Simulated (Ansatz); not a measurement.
# MgI2: the cost of one run

Method: DFT PBEsol, frozen-core PAW, scalar-relativistic unless said, in Ansatz 0.2.0.

The COD entry's cell or inner coordinates are ideal or old and differ from later refinements, so a difference from it is no clean test against experiment.

### 1 The structure to begin with

Symmetry: P-3m1, No. 164, trigonal system. Conventional cell: a = 4.140 Å, b = 4.140 Å, c = 6.880 Å, α = 90.00°, β = 90.00°, γ = 120.00°. Mg (site symmetry -3m) is surrounded by 6 I at 2.94 Å. I (site symmetry 3m) is surrounded by 3 Mg at 2.94 Å.

Coordinates:

```
Mg I
1.0
     4.14000    0.00000    0.00000
    -2.07000    3.58535    0.00000
     0.00000    0.00000    6.88000
Mg I
1 2
Direct
  0.00000 0.00000 0.00000
  0.33333 0.66667 0.25000
  0.66667 0.33333 0.75000
```

Cartesian axes are those of the input's lattice vectors. The structure goes back to a database entry.

### 2 Cell and atoms relaxed, PAW

The input, input.yaml:

```yaml
crystal:
  lattice:
    - [4.14000000001, 0.0, 0.0]
    - [-2.07000000001, 3.58534517168, 0.0]
    - [0.0, 0.0, 6.88]
  atoms:
    - { symbol: Mg, position: [0.0, 0.0, 0.0] }
    - { symbol: I, position: [0.333333333333, 0.666666666667, 0.25] }
    - { symbol: I, position: [0.666666666667, 0.333333333333, 0.75] }
kpoints:
  mp_grid: { grid: [10, 10, 6] }
scf:
  occupations: { method: fermi_dirac, width: 0.08 }
hamiltonian:
  xc: pbesol
  pseudopotentials: { kind: paw }
relax:
  f_tol: 0.002
  max_steps: 80
  cell: {}
output:
  forces: true
  stress: true
```

On the command line:

```console
ansatz run input.yaml --threads 1 --pin off --max-ram 3072MiB --backend cpu --events-out ev --progress --plain --runs-dir out
```

Q: Estimate wall time and peak memory on 1 thread of Intel Xeon Platinum 8488C (Sapphire Rapids), shared host.

About 34 s, with a peak of 0.52 GiB.
